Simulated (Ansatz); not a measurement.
# AuNa: the cost of one run

Program: Ansatz 0.2.0. Level of theory: the levels named in each step. These are calculated values, not measurements.

## 1. The system as given

Bond lengths: Na1–Au2 2.545 Å.

Coordinates:

```xyz
2

Na    0.0000    0.0000    0.0000
Au    0.0000    0.0000    2.5446
```

## 2. A rough first relaxation, PBE-D4/def2-SVPD

File input.yaml:

```yaml
crystal:
  periodic: [false, false, false]
  atoms:
    - { symbol: Na, position_ang: [0.0, 0.0, 0.0] }
    - { symbol: Au, position_ang: [0.0, 0.0, 2.54465] }
magnetization:
  spin_polarized: true
  initial_magnetization: 1
total_charge: -1
basis:
  gaussian: { orbitals: def2-SVPD }
hamiltonian:
  xc: pbe
  dispersion: d4
relax:
  f_tol: 0.03
  max_steps: 200
```

Run with:

```bash
$ ansatz run input.yaml --threads 2 --pin off --max-ram 5120MiB --backend cpu --events-out ev --progress --plain --runs-dir out
```

Q: Estimate wall time and peak memory on 2 threads of Intel Xeon at 2.50GHz (Skylake/Cascade Lake), shared host.

About 18 s, with a peak of 0.15 GiB.
